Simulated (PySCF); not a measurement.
# CH3BF2NP: the cost of one run

The runs use PySCF 2.14.0, with density-fitted response routines of our own; the level of theory stands in each step. All values are computed, except where a source is named. Atoms are numbered from 0 throughout.

## 1. The starting structure

9 atoms, charge 0, multiplicity 1; geometry from: GFN2-xTB. The atoms were then displaced at random by about 0.01 Å, so the start is not that level's minimum.

Bonds of the start (Å): N0–C1 1.12, C1–B2 1.54, B2–P3 1.94, P3–F4 1.58, P3–F5 1.57, B2–H6 1.19, B2–H7 1.18, P3–H8 1.40.

## 2. Geometry optimisation at PBE0-D3(BJ)/def2-SVP

The job: settings as JSON, then the geometry in Å.

```
{"job": {"xc": "PBE0", "basis": "def2-SVP", "d3": "d3bj", "grid": 1, "shake": 0.01, "kind": "geom"}, "charge": 0, "multiplicity": 1}
N     -2.330120     1.237130     0.186460
C     -1.629020     0.381710     0.039720
B     -0.640520    -0.788260    -0.130590
P      1.001660     0.202350     0.149870
F      1.242800     1.226700    -1.029710
F      2.378340    -0.533910     0.038170
H     -0.723990    -1.594690     0.736350
H     -0.565690    -1.209520    -1.231210
H      1.324340     1.061340     1.207210
```

The run is started by

```sh
$ OMP_NUM_THREADS=1 python probes_run.py task.json out
```

This one command runs all jobs of the session in turn.

Q: Estimate the wall time and peak memory of this first job on 1 thread of Arm Neoverse V1, shared host.

About 44 s, with a peak of 0.42 GiB.
